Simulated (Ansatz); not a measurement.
# F2H3NSSi: the cost of one run

Computed with Ansatz 0.2.0, Gaussian basis. Level: the settings change from run to run.

## 1. The molecule

The geometry comes from an earlier relaxation with PBE0-D4 in a triple-zeta def2 set; it is a stationary point, not always the lowest conformer.

SMILES `N[Si](F)(F)S`, 8 atoms, charge 0, spin multiplicity 1.

Atoms are counted from 1 here; the program's logs count them from 0.

Bond lengths: N1–Si2 1.678 Å, N1–H6 1.006 Å, N1–H7 1.005 Å, Si2–F3 1.590 Å, Si2–F4 1.585 Å, Si2–S5 2.105 Å, S5–H8 1.344 Å. Angles: Si2–N1–H6 122.1°, Si2–N1–H7 122.6°, H6–N1–H7 113.4°, N1–Si2–F3 116.2°, N1–Si2–F4 106.3°, N1–Si2–S5 109.0°, F3–Si2–F4 104.2°, F3–Si2–S5 107.1°, F4–Si2–S5 114.2°, Si2–S5–H8 93.7°.

Coordinates:

```xyz
8

N     0.4649    1.2311    0.4497
Si   -0.1238   -0.1068   -0.3750
F     0.9210   -0.8863   -1.2847
F    -1.2005    0.4407   -1.4018
S    -0.8834   -1.4908    1.0172
H     0.4408    2.1555    0.0540
H     1.0781    1.1526    1.2419
H    -0.6050   -2.5532    0.2428
```

## 2. rPW86-PBE/ANO-RCC-VTZP

Options: atoms shaken by 0.15 Å, D4 dispersion, high accuracy.

The input, in.yaml:

```yaml
crystal:
  periodic: [false, false, false]
  atoms:
    - {symbol: N, position_ang: [0.232358, 1.391099, 0.573936]}
    - {symbol: Si, position_ang: [0.012646, -0.095963, -0.281019]}
    - {symbol: F, position_ang: [1.045988, -0.810433, -1.296968]}
    - {symbol: F, position_ang: [-1.350426, 0.374014, -1.477093]}
    - {symbol: S, position_ang: [-0.644397, -1.631875, 0.789448]}
    - {symbol: H, position_ang: [0.454592, 2.223084, -0.054615]}
    - {symbol: H, position_ang: [1.332691, 0.917386, 1.108881]}
    - {symbol: H, position_ang: [-0.312088, -2.518670, 0.514686]}
basis:
  gaussian: {orbitals: ANO-RCC-VTZP}
hamiltonian: {xc: {name: rPW86-PBE}, dispersion: d4}
accuracy: high
output: {forces: true}
```

Launch:

```
> ansatz run in.yaml --threads 4 --pin off --events-out ev --progress --plain --max-ram 10444MiB
```

**Question.** How long does this run take on 4 threads of Arm Neoverse V1, shared host, and how much memory does it need?

About 2.2 min, with a peak of 1.3 GiB.
